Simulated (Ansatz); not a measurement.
# BrHOSi (SMILES O=[SiH]Br): functionals against CCSD(T) at one geometry

One table from this session's results is given with a row withheld; the runs are named, their logs left out.

Method: single points in def2-TZVPP; program: Ansatz 0.2.0, Gaussian basis.

Correlated methods freeze the cores. Filled d shells of the heavier atoms are correlated.

### Starting geometry

SMILES `O=[SiH]Br`, 4 atoms, charge 0, spin multiplicity 1.

Atoms are counted from 1 here; the program's logs count them from 0.

Bond lengths: O1–Si2 1.530 Å, Si2–Br3 1.935 Å, Si2–H4 1.311 Å. Angles: O1–Si2–Br3 118.0°, O1–Si2–H4 139.9°, Br3–Si2–H4 102.0°.

Geometry (Å):

```xyz
4
BrHOSi
O     0.1510   -1.2274    1.0763
Si    0.2449   -0.0797    0.0684
Br   -1.4047    0.6723   -0.6090
H     1.1466    0.6773   -0.5085
```

The first run:

File run/in.yaml:

```yaml
crystal:
  periodic: [false, false, false]
  atoms:
    - {symbol: O, position_ang: [0.151000, -1.227400, 1.076300]}
    - {symbol: Si, position_ang: [0.244900, -0.079700, 0.068400]}
    - {symbol: Br, position_ang: [-1.404700, 0.672300, -0.609000]}
    - {symbol: H, position_ang: [1.146600, 0.677300, -0.508500]}
basis:
  gaussian: {orbitals: def2-TZVPP}
correlation: {method: ccsd_t}
output: {forces: true}
```

The command line of these runs was not kept.

Steps of the session up to this table: CCSD(T)/def2-TZVPP; PBE0-D4/def2-TZVPP; wB97M-V/def2-TZVPP; r2SCAN-D4/def2-TZVPP; PBE-D4/def2-TZVPP; r2SCANh-D4/def2-TZVPP; wB97X-V/def2-TZVPP.

One of the session's tables, all rows but one given; the rest of the session is left out.

| method | RMS force component (eV/Å) | angle to CCSD(T) forces (°) | dipole (D) |
| --- | --- | --- | --- |
| CCSD(T) | 3.285 | reference | 3.76 |
| PBE0-D4 | ? | ? | ? |
| wB97M-V | 3.288 | 3.6 | 3.93 |
| r2SCAN-D4 | 3.265 | 1.8 | 3.74 |
| PBE-D4 | 3.246 | 3.6 | 3.60 |
| r2SCANh-D4 | 3.292 | 3.6 | 3.83 |
| wB97X-V | 3.336 | 4.1 | 3.97 |

**Question.** Estimate the row for PBE0-D4.

The run gave: RMS force component (eV/Å): 3.314; angle to CCSD(T) forces (°): 3.9; dipole (D): 3.87. In the column «RMS force component (eV/Å)» it lies between r2SCANh-D4 (3.292) and wB97X-V (3.336).
